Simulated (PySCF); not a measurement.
# CoBr₄ (-2): ligand-field states, part 2 of 3

PySCF 2.14.0. Atoms count from 0.

## Step 5: Ligand-field states: state-averaged CASSCF (angle to the S4 axis at 60°) in water

What the job is given:

```
{"job": {"kind": "lf", "basis": {"metal": "x2c-TZVPall", "ligand": "x2c-SVPall"}, "nevpt": true, "solvent": "water", "reuse": true}, "charge": -2, "metal": "Co", "open_shell": "d7"}
Co     0.000000     0.000000     0.000000
Br     1.521746     1.521746     1.242500
Br    -1.521746    -1.521746     1.242500
Br    -1.521746     1.521746    -1.242500
Br     1.521746    -1.521746    -1.242500
```

Level: state-averaged CASSCF of the metal d shell, SC-NEVPT2 on the averaged canonical orbitals, state-interaction spin-orbit coupling.

What it wrote:

```text
basis functions 176, electrons 169, active (7e, 5o)
start from the orbitals of the previous structure
stage 1: DIIS on the effective Fock matrix, level shift 0.30
cycle   1  E = -11806.1555413496  dE = -1.181e+04  max|g| = 3.146e+00
cycle   2  E = -11807.7801610413  dE = -1.625e+00  max|g| = 4.282e-01
cycle   3  E = -11808.1174397965  dE = -3.373e-01  max|g| = 5.137e-01
cycle   4  E = -11808.1839878983  dE = -6.655e-02  max|g| = 1.623e-01
cycle   5  E = -11808.2436744017  dE = -5.969e-02  max|g| = 9.805e-02
cycle   6  E = -11808.2754083138  dE = -3.173e-02  max|g| = 4.893e-02
cycle   7  E = -11808.1233653284  dE =  1.520e-01  max|g| = 2.418e-01
cycle   8  E = -11807.4873950606  dE =  6.360e-01  max|g| = 6.377e-01
cycle   9  E = -11806.4064377588  dE =  1.081e+00  max|g| = 1.113e+00
cycle  10  E = -11805.7171346481  dE =  6.893e-01  max|g| = 1.539e+00
cycle  11  E = -11805.4632205442  dE =  2.539e-01  max|g| = 1.681e+00
cycle  12  E = -11805.3604141443  dE =  1.028e-01  max|g| = 1.725e+00
cycle  13  E = -11805.3171274562  dE =  4.329e-02  max|g| = 1.740e+00
cycle  14  E = -11805.2563136119  dE =  6.081e-02  max|g| = 1.760e+00
cycle  15  E = -11805.3941295214  dE = -1.378e-01  max|g| = 1.687e+00
stage 2: quasi-Newton rotations from the point of smallest gradient
cycle  17  E = -11808.2856793433  dE = -1.027e-02  max|g| = 6.694e-02
cycle  18  E = -11808.2872424040  dE = -1.563e-03  max|g| = 2.697e-02
cycle  19  E = -11808.2875136622  dE = -2.713e-04  max|g| = 3.055e-03
cycle  20  E = -11808.2875255134  dE = -1.185e-05  max|g| = 8.787e-04
cycle  21  E = -11808.2875270597  dE = -1.546e-06  max|g| = 1.434e-04
cycle  22  E = -11808.2875271173  dE = -5.765e-08  max|g| = 6.087e-05
cycle  23  E = -11808.2875271234  dE = -6.028e-09  max|g| = 1.498e-05
cycle  24  E = -11808.2875271237  dE = -3.765e-10  max|g| = 3.380e-06
converged average energy = -11808.2875271237

 mult deg   label        CASSCF/cm-1   NEVPT2/cm-1
   4   1   4B1                 0.0           0.0
   4   2   4E               1503.1        2316.7
   4   1   4B2              2490.8        3814.2
   4   1   4A2              2770.2        4317.9
   4   2   4E               3471.0        5239.0
   4   2   4E              19667.2       17756.4
   2   1   2B1             19199.3       18154.2
   2   2   2E              19275.4       18298.9
   2   1   2A1             19228.5       18468.9
   2   1   2A2             19411.9       18689.9
   2   1   2A1             19598.5       18841.1
   4   1   4A2             20718.6       19099.2
   2   2   2E              20359.8       20156.1
   2   1   2B2             20623.3       20632.4
   2   2   2E              24234.3       22240.9
   2   1   2A2             25032.4       23022.3
   2   2   2E              25675.9       24405.4
   2   1   2B2             25730.4       24568.4
   2   1   2A1             25682.8       24596.1
   2   2   2E              26662.2       24979.3
   2   1   2A2             26803.6       25640.1
   2   1   2A2             26475.4       25760.3
   2   1   2B1             26872.2       26272.2
   2   1   2B2             28552.0       26892.9
   2   2   2E              27129.4       26905.1
   2   2   2E              28567.4       27204.8
   2   1   2A1             29012.5       28381.2
   2   1   2B1             29295.3       28535.2
   2   1   2B1             43227.9       38709.8
   2   2   2E              43543.0       39161.9
   2   1   2B2             43954.7       39784.0
   2   2   2E              44194.2       40216.7
   2   1   2A2             44236.4       40223.0
   2   1   2B1             66604.5       58152.5
   2   1   2B2             67278.4       59221.3
   2   1   2A1             68087.4       60130.1
   2   2   2E              68320.9       60669.4

spin-orbit levels / cm-1
      0.00  x2  4B1 0.94 4E 0.06
     34.29  x2  4B1 0.96
   2243.64  x2  4E 0.92 4A2 0.05
   2400.83  x2  4E 0.93
   2445.91  x2  4E 0.95
   2594.81  x2  4E 0.91 4B1 0.06
   3848.52  x2  4B2 0.88 4E 0.08 4E 0.04
   3935.37  x2  4B2 0.87 4E 0.09
   4380.62  x2  4A2 0.69 4E 0.24 4B2 0.04
   4522.22  x2  4A2 0.91 4E 0.04 4E 0.03
   5165.18  x2  4E 0.87 4A2 0.08 4E 0.03
   5526.09  x2  4E 0.77 4A2 0.16 4B2 0.05
   5684.05  x2  4E 0.93 4A2 0.04
   5957.69  x2  4E 0.93 4B2 0.05
  17675.43  x2  4E 1.00
  17763.98  x2  4E 0.95
  17885.83  x2  4E 0.94
  18013.22  x2  2B1 0.60 2E 0.36
  18045.12  x2  4E 0.88 2A2 0.03 4A2 0.03
  18124.01  x2  2E 0.52 2A1 0.26 4E 0.07
  18468.21  x2  2A1 0.31 2A2 0.29 2E 0.20
  18791.06  x2  2E 0.57 2B1 0.37 4A2 0.05
  19088.27  x2  2A2 0.55 2A1 0.36 4A2 0.04
  19182.78  x2  2A1 0.72 2E 0.18 4A2 0.04
  19200.95  x2  4A2 0.92 2E 0.04
  19321.49  x2  4A2 0.86 4E 0.05
  20189.40  x2  2E 0.95
  20275.51  x2  2E 0.74 2B2 0.24
  20941.71  x2  2B2 0.74 2E 0.25
  22161.66  x2  2E 0.98
```

It took 26 s on 1 thread of Arm Neoverse V1, shared host; peak memory 0.55 GiB.

Key values:

```
             quantity     value
spin-orbit constant ζ  492 cm⁻¹
```

Powder susceptibility:

```
T (K)  χT (cm³ K/mol)  μ(eff)
    2           1.796    3.79
   20           2.492    4.46
  100           2.819    4.75
  300           2.958    4.86
```

## Step 6: Ligand-field states: state-averaged CASSCF (angle to the S4 axis at 65°) in water

What the job is given:

```
{"job": {"kind": "lf", "basis": {"metal": "x2c-TZVPall", "ligand": "x2c-SVPall"}, "nevpt": true, "solvent": "water", "reuse": true}, "charge": -2, "metal": "Co", "open_shell": "d7"}
Co     0.000000     0.000000     0.000000
Br     1.592528     1.592528     1.050206
Br    -1.592528    -1.592528     1.050206
Br    -1.592528     1.592528    -1.050206
Br     1.592528    -1.592528    -1.050206
```

With the program's defaults for keys left out, this is: state-averaged CASSCF of the metal d shell, SC-NEVPT2 on the averaged canonical orbitals, state-interaction spin-orbit coupling.

What it wrote:

```text
basis functions 176, electrons 169, active (7e, 5o)
start from the orbitals of the previous structure
stage 1: DIIS on the effective Fock matrix, level shift 0.30
cycle   1  E = -11807.5387107629  dE = -1.181e+04  max|g| = 1.521e+00
cycle   2  E = -11808.1802934250  dE = -6.416e-01  max|g| = 2.452e-01
cycle   3  E = -11808.1364308884  dE =  4.386e-02  max|g| = 1.871e-01
cycle   4  E = -11808.2334948581  dE = -9.706e-02  max|g| = 1.403e-01
cycle   5  E = -11808.2125042784  dE =  2.099e-02  max|g| = 1.221e-01
cycle   6  E = -11808.2137938071  dE = -1.290e-03  max|g| = 1.262e-01
cycle   7  E = -11808.2467066195  dE = -3.291e-02  max|g| = 7.359e-02
cycle   8  E = -11808.2740586517  dE = -2.735e-02  max|g| = 8.450e-02
cycle   9  E = -11808.2611899814  dE =  1.287e-02  max|g| = 5.842e-02
cycle  10  E = -11808.2672340278  dE = -6.044e-03  max|g| = 5.545e-02
cycle  11  E = -11808.2656181492  dE =  1.616e-03  max|g| = 7.246e-02
cycle  12  E = -11808.2536147298  dE =  1.200e-02  max|g| = 1.236e-01
cycle  13  E = -11808.2080333470  dE =  4.558e-02  max|g| = 2.142e-01
cycle  14  E = -11808.1198959979  dE =  8.814e-02  max|g| = 2.848e-01
cycle  15  E = -11808.0138307070  dE =  1.061e-01  max|g| = 2.922e-01
stage 2: quasi-Newton rotations from the point of smallest gradient
cycle  17  E = -11808.2792519395  dE = -1.202e-02  max|g| = 6.976e-02
cycle  18  E = -11808.2804818113  dE = -1.230e-03  max|g| = 2.569e-02
cycle  19  E = -11808.2807998909  dE = -3.181e-04  max|g| = 1.075e-03
cycle  20  E = -11808.2808026328  dE = -2.742e-06  max|g| = 3.494e-04
cycle  21  E = -11808.2808028639  dE = -2.312e-07  max|g| = 6.779e-05
cycle  22  E = -11808.2808028780  dE = -1.409e-08  max|g| = 2.689e-05
cycle  23  E = -11808.2808028795  dE = -1.502e-09  max|g| = 8.388e-06
converged average energy = -11808.2808028795

 mult deg   label        CASSCF/cm-1   NEVPT2/cm-1
   4   1   4B1                 0.0           0.0
   4   2   4E               1162.9        1829.9
   4   1   4A2              2247.1        3598.9
   4   1   4B2              3210.8        4914.2
   4   2   4E               3737.4        5576.8
   2   2   2E              18825.2       17374.7
   2   1   2A1             18644.4       17408.5
   4   2   4E              19401.7       17486.2
   2   1   2B1             19004.9       17863.5
   2   1   2A2             19303.8       18602.2
   2   1   2A1             19760.7       18933.3
   2   2   2E              20371.6       20114.9
   4   1   4A2             21598.9       20326.4
   2   1   2B2             20777.5       20876.2
   2   2   2E              23408.9       21312.9
   2   1   2A2             24664.6       22707.7
   2   1   2A2             26445.1       24700.3
   2   2   2E              26736.8       24710.7
   2   1   2A1             25579.3       24785.9
   2   1   2B2             26025.2       24996.4
   2   2   2E              25983.4       25065.2
   2   1   2B2             28657.2       26930.1
   2   1   2A2             27209.4       27048.7
   2   1   2B1             27571.5       27268.4
   2   2   2E              28746.8       27495.0
   2   2   2E              27595.7       27827.0
   2   1   2A1             28941.6       28405.4
   2   1   2B1             29428.4       28627.0
   2   1   2B1             43238.9       38723.3
   2   2   2E              43348.8       38986.6
   2   1   2B2             44264.0       40330.8
   2   2   2E              44468.9       40640.4
   2   1   2A2             44530.5       40666.4
   2   1   2B1             66116.5       57655.1
   2   1   2B2             66693.7       58479.6
   2   2   2E              68780.5       61372.4
   2   1   2A1             69000.7       61416.2

spin-orbit levels / cm-1
      0.00  x2  4B1 0.91 4E 0.09
     66.27  x2  4B1 0.95 4E 0.04
   1810.17  x2  4E 0.90 4A2 0.08
   1951.10  x2  4E 0.95 4A2 0.03
   2032.72  x2  4E 0.95
   2162.02  x2  4E 0.89 4B1 0.08
   3870.16  x2  4A2 0.84 4E 0.08 4E 0.07
   3879.83  x2  4A2 0.93 4E 0.06
   4874.70  x2  4B2 0.81 4E 0.17
   4967.68  x2  4B2 0.77 4E 0.21
   5428.93  x2  4E 0.93 4A2 0.03
   5882.48  x2  4E 0.76 4B2 0.21
   6071.54  x2  4E 0.93 4B2 0.05
   6403.82  x2  4E 0.87 4B2 0.12
  17164.71  x2  2E 0.50 2A1 0.46
  17339.21  x2  2E 0.68 2B1 0.19 4E 0.13
  17445.46  x2  4E 1.00
  17568.90  x2  4E 0.85 2E 0.07 2B1 0.06
  17667.85  x2  4E 0.95
  17837.53  x2  4E 0.96
  17910.10  x2  2E 0.45 2A1 0.44 2A2 0.04
  18281.23  x2  2B1 0.74 2E 0.24
  18755.89  x2  2A2 0.78 2A1 0.10 2A1 0.06
  19201.67  x2  2A1 0.83 2A2 0.11 2E 0.03
  20238.17  x2  2E 0.93
  20300.63  x2  2E 0.76 4A2 0.12 2B2 0.10
  20384.91  x2  4A2 0.78 2E 0.12 2E 0.06
  20520.10  x2  4A2 0.96
  21160.96  x2  2B2 0.86 2E 0.12
  21337.82  x2  2E 0.90 4A2 0.07
```

Wall time 25 s (1 thread of Arm Neoverse V1, shared host); peak memory 0.55 GiB.

In short:

```
             quantity     value
spin-orbit constant ζ  492 cm⁻¹
```

Powder susceptibility:

```
T (K)  χT (cm³ K/mol)  μ(eff)
    2           1.867    3.86
   20           2.347    4.33
  100           2.937    4.85
  300           3.102    4.98
```

## Step 7: Ligand-field states: state-averaged CASSCF (angle to the S4 axis at 72°) in water

What the job is given:

```
{"job": {"kind": "lf", "basis": {"metal": "x2c-TZVPall", "ligand": "x2c-SVPall"}, "nevpt": true, "solvent": "water", "reuse": true}, "charge": -2, "metal": "Co", "open_shell": "d7"}
Co     0.000000     0.000000     0.000000
Br     1.671159     1.671159     0.767907
Br    -1.671159    -1.671159     0.767907
Br    -1.671159     1.671159    -0.767907
Br     1.671159    -1.671159    -0.767907
```

Method: state-averaged CASSCF of the metal d shell, SC-NEVPT2 on the averaged canonical orbitals, state-interaction spin-orbit coupling.

What it wrote:

```text
basis functions 176, electrons 169, active (7e, 5o)
start from the orbitals of the previous structure
stage 1: DIIS on the effective Fock matrix, level shift 0.30
cycle   1  E = -11806.9095212029  dE = -1.181e+04  max|g| = 1.844e+00
cycle   2  E = -11808.0118084527  dE = -1.102e+00  max|g| = 4.229e-01
cycle   3  E = -11808.1825770293  dE = -1.708e-01  max|g| = 2.054e-01
cycle   4  E = -11808.2301142530  dE = -4.754e-02  max|g| = 8.471e-02
cycle   5  E = -11808.0917731235  dE =  1.383e-01  max|g| = 2.140e-01
cycle   6  E = -11807.9365679432  dE =  1.552e-01  max|g| = 3.290e-01
cycle   7  E = -11807.7214574486  dE =  2.151e-01  max|g| = 4.277e-01
cycle   8  E = -11807.7669759082  dE = -4.552e-02  max|g| = 3.810e-01
cycle   9  E = -11807.8455723634  dE = -7.860e-02  max|g| = 3.506e-01
cycle  10  E = -11807.9267113111  dE = -8.114e-02  max|g| = 3.186e-01
cycle  11  E = -11807.9709504449  dE = -4.424e-02  max|g| = 3.165e-01
cycle  12  E = -11807.9935389410  dE = -2.259e-02  max|g| = 2.946e-01
cycle  13  E = -11807.9224557917  dE =  7.108e-02  max|g| = 3.202e-01
cycle  14  E = -11807.9512041275  dE = -2.875e-02  max|g| = 2.540e-01
cycle  15  E = -11807.2536697409  dE =  6.975e-01  max|g| = 6.911e-01
stage 2: quasi-Newton rotations from the point of smallest gradient
cycle  17  E = -11808.2628697794  dE = -3.276e-02  max|g| = 7.254e-02
cycle  18  E = -11808.2641509172  dE = -1.281e-03  max|g| = 8.618e-02
cycle  19  E = -11808.2673149869  dE = -3.164e-03  max|g| = 3.792e-03
cycle  20  E = -11808.2673533381  dE = -3.835e-05  max|g| = 1.498e-03
cycle  21  E = -11808.2673577325  dE = -4.394e-06  max|g| = 3.405e-04
cycle  22  E = -11808.2673579479  dE = -2.155e-07  max|g| = 8.696e-05
cycle  23  E = -11808.2673579693  dE = -2.134e-08  max|g| = 2.516e-05
cycle  24  E = -11808.2673579706  dE = -1.308e-09  max|g| = 9.032e-06
converged average energy = -11808.2673579706

 mult deg   label        CASSCF/cm-1   NEVPT2/cm-1
   4   1   4B1                 0.0           0.0
   4   2   4E                682.1        1154.0
   4   1   4A2              1468.0        2494.1
   4   2   4E               4136.9        6055.3
   4   1   4B2              4302.7        6574.1
   2   1   2A1             17272.8       14870.2
   2   2   2E              17851.6       15427.5
   2   1   2B1             18648.2       17291.0
   4   2   4E              19147.4       17331.2
   2   1   2A2             18995.6       18232.3
   2   1   2A1             19985.1       19171.7
   2   2   2E              20326.1       19851.5
   2   2   2E              22421.4       20358.6
   2   1   2B2             20874.9       20941.3
   2   1   2A2             24011.9       21766.2
   4   1   4A2             22996.0       22336.8
   2   1   2A2             26230.4       24449.3
   2   2   2E              26090.9       24874.0
   2   1   2B2             26371.1       25415.6
   2   2   2E              27022.5       25960.6
   2   1   2A1             26042.6       26065.3
   2   1   2B2             28928.5       27324.8
   2   2   2E              29148.6       28059.8
   2   1   2B1             28517.2       28277.0
   2   1   2A2             28255.7       28488.4
   2   1   2A1             28966.3       28597.2
   2   1   2B1             29572.0       28908.7
   2   2   2E              28509.9       28927.9
   2   1   2B1             43330.9       38911.5
   2   2   2E              43172.6       38934.4
   2   1   2B2             44807.7       41273.8
   2   2   2E              45064.0       41611.1
   2   1   2A2             45189.6       41738.1
   2   1   2B1             65799.0       57617.5
   2   1   2B2             66056.2       57757.4
   2   2   2E              69543.5       62572.3
   2   1   2A1             70405.9       63434.1

spin-orbit levels / cm-1
      0.00  x2  4B1 0.83 4E 0.17
    116.47  x2  4B1 0.89 4E 0.10
   1208.81  x2  4E 0.83 4A2 0.13 4B1 0.04
   1343.81  x2  4E 0.93 4A2 0.05
   1488.98  x2  4E 0.92 4B1 0.06
   1630.93  x2  4E 0.80 4B1 0.16 4A2 0.04
   2910.66  x2  4A2 0.90 4E 0.09
   2978.66  x2  4A2 0.84 4E 0.14
   5913.29  x2  4E 0.98
   6045.80  x2  4E 0.83 4B2 0.16
   6166.55  x2  4E 0.63 4B2 0.36
   6717.97  x2  4E 0.92 4B2 0.07
   7054.24  x2  4B2 0.83 4E 0.16
   7330.13  x2  4B2 0.56 4E 0.43
  14902.86  x2  2A1 0.76 2E 0.23
  15591.21  x2  2E 0.95 2B1 0.03
  16056.84  x2  2E 0.75 2A1 0.23
  17384.72  x2  4E 1.00
  17472.23  x2  4E 0.87 2B1 0.10
  17597.58  x2  4E 0.97
  17659.62  x2  2B1 0.84 4E 0.11 2E 0.04
  17766.89  x2  4E 0.97
  18408.19  x2  2A2 0.88 2E 0.03 2A1 0.03
  19435.91  x2  2A1 0.90 2A2 0.03
  20116.09  x2  2E 0.91 2A2 0.04
  20131.13  x2  2E 0.89 2B2 0.05 2E 0.05
  20448.99  x2  2E 0.91 2E 0.05
  21080.08  x2  2E 0.90 2A1 0.03
  21283.95  x2  2B2 0.94 2E 0.05
  22160.04  x2  2A2 0.94
```

It took 26 s on 1 thread of Arm Neoverse V1, shared host; peak memory 0.55 GiB.

From this job:

```
             quantity     value
spin-orbit constant ζ  493 cm⁻¹
```

Powder susceptibility:

```
T (K)  χT (cm³ K/mol)  μ(eff)
    2           2.086    4.08
   20           2.426    4.41
  100           3.235    5.09
  300           3.499    5.29
```

[end of part 2 of 3]
